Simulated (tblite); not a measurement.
# C3H10AlGeN: the cost of one run

The runs use tblite 0.8.0 and PySCF 2.14.0, with density-fitted response routines of our own; the level of theory stands in each step. All values are computed, except where a source is named. Atoms count from 0, in the outputs and in this text.

### Step 1. The starting structure

16 atoms, charge 0, multiplicity 1; geometry from: force field or distance geometry start.

Bonds of the start (Å): C0–C1 1.48, C1–N2 1.14, N2–Al3 1.88, Al3–C4 1.99, C4–Ge5 1.94, C0–H6 1.10, C0–H7 1.11, C0–H8 1.11, Al3–H9 1.61, Al3–H10 1.58, C4–H11 1.11, C4–H12 1.11, Ge5–H13 1.55, Ge5–H14 1.55, Ge5–H15 1.54.

### Step 2. Optimising the geometry with GFN2-xTB

The job: settings as JSON, then the geometry in Å.

```
{"job": {"kind": "relax", "xc": "GFN2-xTB", "basis": "xTB"}, "charge": 0, "multiplicity": 1}
C      3.340100    -0.407700     0.134300
C      2.019800     0.253800     0.065700
N      0.999700     0.761800     0.031600
Al    -0.684800     1.594300    -0.056500
C     -2.006100     0.315600    -0.819400
Ge    -2.044200    -1.313600     0.229900
H      3.192400    -1.499500     0.210100
H      3.894400    -0.033500     1.026200
H      3.909900    -0.173100    -0.783800
H     -1.149600     1.989900     1.430500
H     -0.599700     2.890000    -0.965100
H     -1.717300     0.071500    -1.867500
H     -3.017000     0.784000    -0.811900
H     -2.434700    -0.972200     1.688000
H     -0.635900    -1.956000     0.222400
H     -3.074700    -2.296200    -0.360100
```

The run is started by

```sh
> OMP_NUM_THREADS=1 python probes_run.py task.json out
```

One launch serves the whole session: the jobs run in the order shown.

**Question.** How long does this first job take on 1 thread of Arm Neoverse N1, shared host?

About 1.9 s.
